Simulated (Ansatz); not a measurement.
# Li: equation of state

An exercise on one series of results from a longer session: the logs are not shown, and one member is left open.

Program: Ansatz 0.2.0. Level of theory: DFT PBEsol, scalar-relativistic. These are calculated values, not measurements.

**The structure to begin with**

Symmetry: R-3m, No. 166, trigonal system. Conventional cell: a = 3.101 Å, b = 3.101 Å, c = 22.765 Å, α = 90.00°, β = 90.00°, γ = 120.00°. Li (site symmetry -3m) is surrounded by 12 Li at 3.10 Å. Li (site symmetry 3m) has 12 Li at 3.09 to 3.10 Å as nearest neighbours.

As a file:

```xyz
3
Lattice="1.5505 0.8952 7.5883 -1.5505 0.8952 7.5883 0.0000 -1.7904 7.5883" Properties=species:S:1:pos:R:3 pbc="T T T"
Li    0.0000    0.0000    0.0000
Li    0.0000    0.0000    5.0538
Li    0.0000    0.0000   17.7111
```

Atoms are numbered in the order of the input: Li1, Li2, Li3.

Set-up of the first run:

Input file input.yaml:

```yaml
crystal:
  lattice:
    - [1.5295437082, 0.8830824716, 7.4857428335]
    - [-1.5295437082, 0.8830824716, 7.4857428335]
    - [0.0, -1.7661649434, 7.4857428335]
  atoms:
    - { symbol: Li, position: [0.0, 0.0, 0.0] }
    - { symbol: Li, position: [0.222, 0.222, 0.222] }
    - { symbol: Li, position: [0.778, 0.778, 0.778] }
kpoints:
  mp_grid: { grid: [12, 12, 12] }
  band_path:
    path:
      - [0.0, 0.0, 0.0]
      - [0.5, 0.5, 0.5]
      - [0.824055609, 0.175944391, 0.5]
      - [0.5, -0.175944391, 0.175944391]
      - [0.5, 0.0, 0.0]
      - [0.0, 0.0, 0.0]
      - [0.3379721955, -0.3379721955, 0.0]
      - [0.6620278045, 0.0, 0.3379721955]
      - [0.5, 0.0, 0.5]
    npoints: 5
scf:
  occupations: { method: fermi_dirac, width: 0.05 }
hamiltonian:
  xc: pbesol
  pseudopotentials: { kind: all_electron, lapw: { basis_error: 0.001 } }
output:
  forces: true
  stress: true
  eigenvalues: true
```

Launch:

```
> ansatz run input.yaml --threads 1 --pin off --max-ram 6144MiB --backend cpu --events-out ev --progress --plain --runs-dir out
```

Steps of the session up to this table: Volume × 0.96, LAPW; Volume × 0.96, PAW; Volume × 0.96, crystal datasets; Volume × 0.99, LAPW; Volume × 0.99, PAW; Volume × 0.99, crystal datasets; Volume × 1.02, LAPW; Volume × 1.02, PAW; Volume × 1.02, crystal datasets; Volume × 1.06, LAPW; Volume × 1.06, PAW; Volume × 1.06, crystal datasets.

One table of the session follows, with a row left open; its other results are not shown here.

It belongs to the step «Fits». 

```
          method  volume (Å³/atom)  pressure (GPa)  largest force (eV/Å)
            LAPW            20.222           -0.02                 0.010
            LAPW            20.854               ?                     ?
            LAPW            21.486           -0.76                 0.009
            LAPW            22.329           -1.16                 0.008
             PAW            20.222           -0.02                 0.010
             PAW            20.854           -0.42                 0.009
             PAW            21.486           -0.76                 0.009
             PAW            22.329           -1.16                 0.008
crystal datasets            20.222           -0.02                 0.010
crystal datasets            20.854           -0.42                 0.009
crystal datasets            21.486           -0.76                 0.009
crystal datasets            22.329           -1.16                 0.008
```

**Question.** Estimate the row for LAPW, 20.854.

**Answer.** pressure (GPa): -0.41; largest force (eV/Å): 0.009. In the column «pressure (GPa)» it lies between crystal datasets, 20.854 (-0.42) and LAPW, 20.222 (-0.02).

Caveats from the session: Warnings in the runs' records: crystal datasets made.
